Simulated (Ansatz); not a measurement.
# B2W: a single-point run

Wanted: a converged single-point run for B2W, and a check of what comes out. The structure is shown as the input types it.

Program: Ansatz 0.2.0. Level of theory: DFT, PBEsol, all-electron PAW with datasets made for the crystal, scalar-relativistic. These are calculated values, not measurements.

**1. The starting structure**

It takes space group P6/mmm (No. 191, hexagonal). Conventional cell: a = 3.012 Å, b = 3.012 Å, c = 3.313 Å, α = 90.00°, β = 90.00°, γ = 120.00°. Around B (site symmetry -6m2) lie 3 B at 1.74 Å and 6 W at 2.40 Å. W (site symmetry 6/mmm) has 12 B at 2.40 Å as nearest neighbours.

As a file:

```xyz
3
Lattice="3.0120 0.0000 0.0000 -1.5060 2.6084 0.0000 0.0000 0.0000 3.3127" Properties=species:S:1:pos:R:3 pbc="T T T"
B     0.0000    1.7390    1.6563
B     1.5060    0.8695    1.6563
W     0.0000    0.0000    0.0000
```

**2. The run**

The input, input.yaml:

```yaml
crystal:
  lattice:
    - [3.0119508823, 0.0, 0.0]
    - [-1.5059754411, 2.608425979, 0.0]
    - [0.0, 0.0, 3.3126848888]
  atoms:
    - { symbol: B, position: [0.3333333333, 0.6666666667, 0.5] }
    - { symbol: B, position: [0.6666666667, 0.3333333333, 0.5] }
    - { symbol: W, position: [0.0, 0.0, 0.0] }
kpoints:
  mp_grid: { grid: [14, 14, 12] }
scf:
  occupations: { method: fermi_dirac, width: 0.05 }
  convergence: { dr2_threshold: 1.0e-14 }
  max_iter: 50
hamiltonian:
  xc: pbesol
  pseudopotentials: { kind: all_electron, datasets: crystal }
output:
  forces: true
  stress: true
  eigenvalues: true
  efg: { contact_densities: true }
```

Launch:

```console
> ansatz run input.yaml --threads 1 --pin off --max-ram 3072MiB --backend cpu --events-out ev --progress --plain --runs-dir out
```

**Question.** How will this run end, and is anything wrong with its input?

This run ends as converged, with warnings (crystal datasets made, gradients without spin orbit). Convergence says nothing about whether the input makes sense.

The suspect setting: scf.convergence.dr2_threshold is 1.0e-14. The risk: threshold needlessly tight. Once met, so tight a threshold does no harm; it costs cycles.

Run again and compare: delete scf.convergence.dr2_threshold (the default then holds).
